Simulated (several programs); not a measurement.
# Many methods on one cell: CsPbCl₃ (cubic perovskite)

CsPbCl₃ built on the cubic perovskite prototype, relaxed with r2SCAN in Ansatz, was computed with several methods. The symmetry is Pm-3m (No. 221, cubic); conventional cell a = 5.677 Å, 36.59 Å³ an atom. Cs is surrounded by 12 Cl at 4.01 Å; Pb is surrounded by 6 Cl at 2.84 Å; Cl is surrounded by 2 Pb at 2.84 Å and 4 Cs at 4.01 Å. (Simulation; spin polarisation is off.)

Space group Pm-3m (No. 221). a = 5.677 Å, b = 5.677 Å, c = 5.677 Å, α = 90.00°, β = 90.00°, γ = 90.00°

| atom | site | symmetry | x | y | z |
| --- | --- | --- | --- | --- | --- |
| Cs | 1a | m-3m | 0.0000 | 0.0000 | 0.0000 |
| Pb | 1b | m-3m | 0.5000 | 0.5000 | 0.5000 |
| Cl | 3c | 4/mm.m | 0.5000 | 0.5000 | 0.0000 |

Gaps and times are for a single point on this cell; volume and bulk modulus come from each method's own relaxation or energy curve at fixed shape. Times are rough, from shared hosts (Intel Xeon 6975P-C; Intel Xeon Platinum 8375C CPU @ 2.90GHz), and each method has its own mesh and cell size. A star marks a curve whose lowest point is an end point. PM6 (MOPAC), PM7 (MOPAC), GFN1-xTB (tblite), GFN2-xTB (tblite) treat a cluster of cells at its zone centre, which samples few k points: where these miss a band edge, the gap comes out too large for that reason alone. Gaps from k meshes are read at a limited set of points (mesh, symmetry points, PBE's band edges), so each method's own least gap may be somewhat smaller. xTB and the PM methods were fitted mostly to molecules, and can miss a solid's gap by electronvolts. Minimal bases can be far off for gaps. Times of the plane-wave ladder aren't listed, since it ran on unlike processors and cards. d marks a direct gap, i an indirect one (no mark: not told apart), a dash a value that wasn't computed or didn't pass its checks.

| method | kind | gap (eV) | own volume (Å³/atom) | bulk modulus (GPa) | atoms computed | processor time |
| --- | --- | --- | --- | --- | --- | --- |
| PBEsol | semilocal | – | 35.61 | – | 5 | – |
| light PBE (260 eV and a coarse mesh) | light plane-wave | 2.07 d | – | – | 5 | 1.2 s |
| GFN1-xTB (tblite) | tight binding | 3.36 | 33.01* | 40* | cluster | 2.1 s |
| LDA | semilocal | 1.89 d | 33.82 | – | 5 | – |
| GFN2-xTB (tblite) | tight binding | 4.23 | – | – | cluster | 2.6 s |
| PM6 (MOPAC) | semi-empirical | 4.23 | – | – | cluster | 3 s |
| PM7 (MOPAC) | semi-empirical | 8.94 | – | – | cluster | 3.1 s |
| PBE | semilocal | 2.09 d | 37.69 | 22 | 5 | – |
| r2SCAN | semilocal | 2.46 d | 36.59 | 25 | 5 | – |
| PBE/SZV (CP2K) | small basis | 1.86 d | 38.58 | 25 | 5 | 9.2 s |
| PBE+SOC | semilocal | 0.86 d | – | – | 5 | – |
| PBE/DZVP (CP2K) | small basis | 1.99 d | 37.64 | 22 | 5 | 20 s |
| HSE06 | hybrid | 2.79 d | – | – | 5 | – |
| PBE0 | hybrid | 3.44 d | – | – | 5 | – |
| Hartree-Fock | exact exchange | 8.04 d | – | – | 5 | – |
| DDH-PBE0 | hybrid | 3.52 d | – | – | 5 | – |

Against HSE06 (2.79 eV) and with closed or daggered gaps left aside, the nearest gap at the points sampled is that of r2SCAN (-0.33 eV) and the farthest that of PM7 (MOPAC) (+6.15 eV). HSE06 is only a yardstick of convenience, and nearness to it can be luck.

Volumes against r2SCAN's: PBEsol -2.7 %, LDA -7.6 %, PBE +3.0 %, PBE/SZV (CP2K) +5.4 %, PBE/DZVP (CP2K) +2.8 %.

Runs without a result: GLLB-SC (GPAW) (single point).

Only the rows marked +SOC include spin-orbit coupling.
